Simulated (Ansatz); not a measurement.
The system is NiMoIrPdW.

```xyz
5
Lattice="2.7662 0.0000 0.0000 -1.3831 2.3956 0.0000 0.0000 0.0000 11.0229" Properties=species:S:1:pos:R:3 pbc="T T T"
Ni    0.0000    1.5971    6.5820
Mo    0.0000    0.0000    4.5276
Pd    1.3831    0.7985    8.7654
Ir    1.3831    0.7985    2.2002
W     0.0000    1.5971   10.9936
```

The cell was built by a generator and needn't be a form met in nature.

```yaml
Program: Ansatz 0.2.0
Task: relaxation of cell and atoms
Functional: PBE
Dispersion: D4
Potentials_or_basis: all-electron PAW datasets made for the crystal
k_mesh: 7 × 7 × 2
Occupations: fermi-dirac, width 0.05 eV
Spin: collinear spin, ferromagnetic start
Starting_moments: "[1.0, 1.0, 0.0, 0.6, 0.0] μB"
```

At the start: volume 14.61 Å³/atom.

Problem. How do energy, volume and symmetry change on relaxing?

Solution. Over 6 steps the energy falls by 5.8 meV/atom and the volume is 14.29 Å³/atom (-2.2 %); space group P3m1 (No. 156, to 0.05 Å); moment 0.00 μB per cell.

The path:
| step | energy change (eV) | largest force (eV/Å) | volume (Å³) |
| --- | --- | --- | --- |
| 1 | 0.0000 | 0.1883 | 73.04 |
| 2 | -0.0283 | 0.0725 | 71.56 |
| 3 | -0.0288 | 0.0053 | 71.47 |
| 4 | -0.0289 | 0.0067 | 71.46 |
| 5 | -0.0289 | 0.0046 | 71.47 |
| 6 | -0.0289 | 0.0045 | 71.47 |

Final structure:
```
Ni Mo Pd Ir W
1.0
     2.75110    0.00000    0.00000
    -1.37555    2.38252    0.00000
     0.00000    0.00000   10.90347
Ni Mo Pd Ir W
1 1 1 1 1
Cartesian
  0.0000 1.5883 6.5075
  0.0000 0.0000 4.4926
  1.3755 0.7942 8.6631
  1.3755 0.7942 2.1834
  0.0000 1.5883 10.8639
```

Caveat: the k mesh is coarse (spacing up to 0.37 Å⁻¹), so the values aren't converged; the k mesh is thin for a metal, which can move the energy by tens of meV per atom; the program listed the state as in doubt; the starting moments weren't kept.
